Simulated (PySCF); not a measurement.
# C2H5FSSi2: the cost of one run

The runs use PySCF 2.14.0, with density-fitted response routines of our own; the level of theory stands in each step. All values are computed, except where a source is named. Atoms count from 0, in the outputs and in this text.

### 1 The molecule as given

11 atoms, charge 0, multiplicity 1; geometry from: PBE0-D3(BJ)/def2-SVP.

Bonds of the start (Å): C0–C1 1.22, C1–Si2 1.82, Si2–F3 1.62, Si2–S4 2.12, S4–Si5 2.16, C0–H6 1.08, Si2–H7 1.48, Si5–H8 1.49, Si5–H9 1.49, Si5–H10 1.49.

### 2 Shielding tensors: HF/pcSseg-1

Job settings and geometry (Å):

```
{"job": {"kind": "nmr", "xc": "HF", "basis": "pcSseg-1", "pop": false}, "charge": 0, "multiplicity": 1}
C     -1.899815     1.462841    -0.075818
C     -1.517281     0.307784    -0.071845
Si    -0.881946    -1.401245    -0.090722
F     -0.946434    -1.950253     1.432540
S      1.107601    -1.433244    -0.826824
Si     1.876163     0.405299     0.019317
H     -2.243199     2.482809    -0.081122
H     -1.702252    -2.302494    -0.929255
H      1.446407     0.551729     1.438364
H      3.357188     0.266955    -0.062890
H      1.432785     1.583828    -0.776774
```

With the program's defaults for keys left out, this is: GIAO HF/pcSseg-1 NMR shielding, non-relativistic, gas phase.

Started as:

```sh
OMP_NUM_THREADS=1 python probes_run.py task.json out
```

This one command runs all jobs of the session in turn.

Q: Estimate the wall time and peak memory of this first job on 1 thread of Arm Neoverse V2, shared host.

About 7 s, with a peak of 0.92 GiB.
